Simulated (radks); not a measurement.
# Valence configurations of Pb⁺

The task here is to estimate one member of a computed series from the others.

Method: Dirac Kohn-Sham, PBEsol, spin-unpolarised, spherical densities, point nucleus; open shells fill j = l - 1/2 first. Code: radks (a radial shooting solver on a logarithmic mesh, Libxc functionals) version 1.

## The system

| Item | Value |
| --- | --- |
| element | lead (Z = 82) |
| charge | +1 |
| electrons | 81 |
| configuration | [Hg] 6p1 |
| others tried | [Xe] 4f13 5d10 6s2 6p2; [Xe] 4f14 5d9 6s2 6p2; [Xe] 4f14 5d8.5 6s2 6p2.5; [Xe] 4f13 5d10 6p4; [Xe] 4f14 5d9 6s1 6p3; [Xe] 4f13 5d10 6s1 6p3; [Xe] 4f12 5d10 6s2 6p3; [Xe] 4f14 5d10 6p3; [Xe] 4f13.5 5d10 6s2 6p1.5 |

The first run:

Settings of this run:

```text
Z 82
configuration [Hg] 6p1
relativity Dirac
functional pbe_sol,pbe_sol
spin unpolarised
j_filling energy
nucleus point
c 137.035999084
```

Steps of the session up to this table: [Hg] 6p1.

One of the session's tables, all rows but one given; the rest of the session is left out.

It belongs to the step «[Hg] 6p1». Radial moments (bohr):

| level | <r> | outermost maximum (interpolated) | 90 % within | nodes |
| --- | --- | --- | --- | --- |
| 4f7/2 | 0.4572 | 0.352 | 0.726 | 0 |
| 5p1/2 | 0.9126 | 0.828 | 1.32 | 3 |
| 5p3/2 | 1.005 | 0.905 | 1.45 | 3 |
| 5d3/2 | 1.276 | 1.05 | 1.93 | 2 |
| 5d5/2 | 1.324 | 1.09 | 2.01 | 2 |
| 6s1/2 | ? | ? | ? | ? |
| 6p1/2 | 2.767 | 2.32 | 4.12 | 4 |
| 6p3/2 | 3.113 | 2.61 | 4.63 | 4 |

**Question.** Estimate the row for 6s1/2.

As computed: <r>: 2.249; outermost maximum (interpolated): 1.95; 90 % within: 3.28; nodes: 5. In the column «<r>» it lies between 5d5/2 (1.324) and 6p1/2 (2.767).
